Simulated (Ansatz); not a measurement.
# H₃MgN, SMILES [NH2][MgH]: an atomisation energy

Computed with the Ansatz DFT code, driven from Python.

Interactive session:
```pycon
>>> from collections import Counter
>>> import ansatz as az
>>> def energy_of(molecule, charge=0, unpaired=0):
...     calc = (
...         molecule.calculation()
...         .basis(gaussian="def2-SVP")
...         .functional("cam_b3lyp")
...     )
...     if charge:
...         calc = calc.charge(charge)
...     if unpaired:
...         calc = calc.spin("collinear", total=unpaired)
...     return calc.run(threads=1, backend="cpu").report["free_energy_ev"]
...
>>> molecule = (
...     az.Crystal.molecule()
...     .atom("N", [0.044, -1.1386, -0.0604])
...     .atom("Mg", [0.3023, 0.9572, -0.2164])
...     .atom("H", [-1.0348, -1.2634, -0.3434])
...     .atom("H", [0.1661, -1.3312, 0.9341])
...     .atom("H", [0.5723, 2.7024, -0.3552])
... )
>>> unpaired = {"N": 3, "Mg": 0, "H": 1}
>>> counts = Counter(site.symbol for site in molecule.cartesian_sites)
>>> atom_energy = {s: energy_of(az.Crystal.molecule().atom(s, (0, 0, 0)), 0, unpaired[s]) for s in counts}
>>> whole = energy_of(molecule, 0, 0)
>>> for s, e in atom_energy.items():
...     print(f"{s:2s} x{counts[s]}  {e:14.5f} eV")
...
N  x1     -1483.46350 eV
Mg x1     -5442.19713 eV
H  x3       -13.54842 eV
>>> print(f"H3MgN: {whole:.5f} eV")
H3MgN: -6978.77865 eV
>>> split = sum(counts[s] * e for s, e in atom_energy.items()) - whole
>>> print(f"atomisation energy (no zero-point term): {split:.3f} eV, {split / sum(counts.values()):.3f} eV an atom")
atomisation energy (no zero-point term): 12.473 eV, 2.495 eV an atom
```

12.473 eV from the electronic energies, without the zero-point term.

What to keep in mind:
- The settings weren't tested for convergence.
- The geometry is a force-field or estimated start, not a minimum of this method, and the basis set is short of its limit. All parts are taken at fixed geometry, without zero-point energy.
- Wall time of the script: 1.5 s on 1 thread of Arm Neoverse V2, on a shared host, peak memory 0.15 GiB.
